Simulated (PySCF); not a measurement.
# F4H4O2Zr (trans-Zr(H2O)2F4): the cost of one run

Programs: PySCF 2.14.0, with density-fitted response routines of our own. Each step states its level of theory. These are calculated values for one molecule in the gas phase, unless marked as measured. Atoms are numbered from 0 throughout.

### 1 Starting geometry

11 atoms, charge 0, multiplicity 1; geometry from: GFN1-xTB. The atoms were then displaced at random by about 0.03 Å, so the start is not that level's minimum.

Bonds of the start (Å): Zr0–O1 2.13, Zr0–O4 2.20, Zr0–F7 1.85, Zr0–F8 1.95, Zr0–F9 1.94, Zr0–F10 1.81, O1–H2 1.01, O1–H3 1.05, O4–H5 0.93, O4–H6 1.01.

### 2 Geometry optimisation at PBE0-D3(BJ)/def2-SVP

The job: settings as JSON, then the geometry in Å.

```
{"job": {"xc": "PBE0", "basis": "def2-SVP", "d3": "d3bj", "grid": 1, "maxiter": 40, "shake": 0.03, "kind": "geom"}, "charge": 0, "multiplicity": 1}
Zr    -0.128010    -0.231560     0.017940
O      0.139630     0.001550     2.116230
H     -0.819150     0.248890     2.312800
H      0.737890     0.857160     2.012350
O     -0.040200     0.068680    -2.158450
H      0.002060    -0.847900    -2.324040
H      0.915670     0.388280    -2.066410
F      1.718620    -0.309490    -0.118160
F     -1.948000    -0.037990     0.698010
F     -0.021710     1.700800     0.084390
F     -0.458750    -1.923920    -0.543760
```

Run with:

```bash
> OMP_NUM_THREADS=1 python probes_run.py task.json out
```

This one command runs all jobs of the session in turn.

Q: Estimate the wall time and peak memory of this first job on 1 thread of Arm Neoverse V2, shared host.

About 4.2 min, with a peak of 0.57 GiB.
